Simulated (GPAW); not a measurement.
## GeW in GPAW: convergence with density grid spacing (A)

Crystal: GeW.

```
Ge W
1.0
     0.00000    2.57761    2.57761
     2.57761    0.00000    2.57761
     2.57761    2.57761    0.00000
Ge W
1 1
Direct
  0.50000 0.50000 0.50000
  0.00000 0.00000 0.00000
```

The cell was built by a generator and needn't be a form met in nature.

| Item | Value |
| --- | --- |
| Program | GPAW 26.7.0 |
| Task | convergence study |
| Functional | r2SCAN |
| Potentials or basis | GPAW PAW data sets (gpaw-data 1.2.1) |
| Cutoff | 600 eV |
| Basis | pw |
| Grid spacing | 0.24 Å |
| k mesh | 9 × 9 × 9 |
| Occupations | fermi-dirac, width 0.05 eV |
| Spin | no spin polarisation |

These are the settings of the first run; the series varies density grid spacing (A), with any setting tied to it.

Hardware: 1 thread of Arm Neoverse V2, with other jobs on the host.

| density grid spacing (A) | energy less the tightest run, at zero smearing (meV/atom) | SCF cycles | CPU time (s) | peak memory (GiB) |
| --- | --- | --- | --- | --- |
| 0.24 | -0.15 | 11 | 18 | 0.29 |
| 0.2 | 0.15 | 11 | 26 | 0.3 |
| 0.17 | 0.06 | 11 | 55 | 0.31 |
| 0.15 | 0.05 | 11 | 52 | 0.31 |
| 0.13 | 0.02 | 11 | 110 | 0.34 |
| 0.11 | 0.01 | 11 | 190 | 0.37 |
| 0.09 | 0.00 | 11 | 310 | 0.44 |

Against the tightest run, the energy stays within 1 meV/atom from 0.24 on. The tightest run that finished is the yardstick and may itself not be fully converged.

 Spin-orbit coupling is left out, which matters for the levels of W.
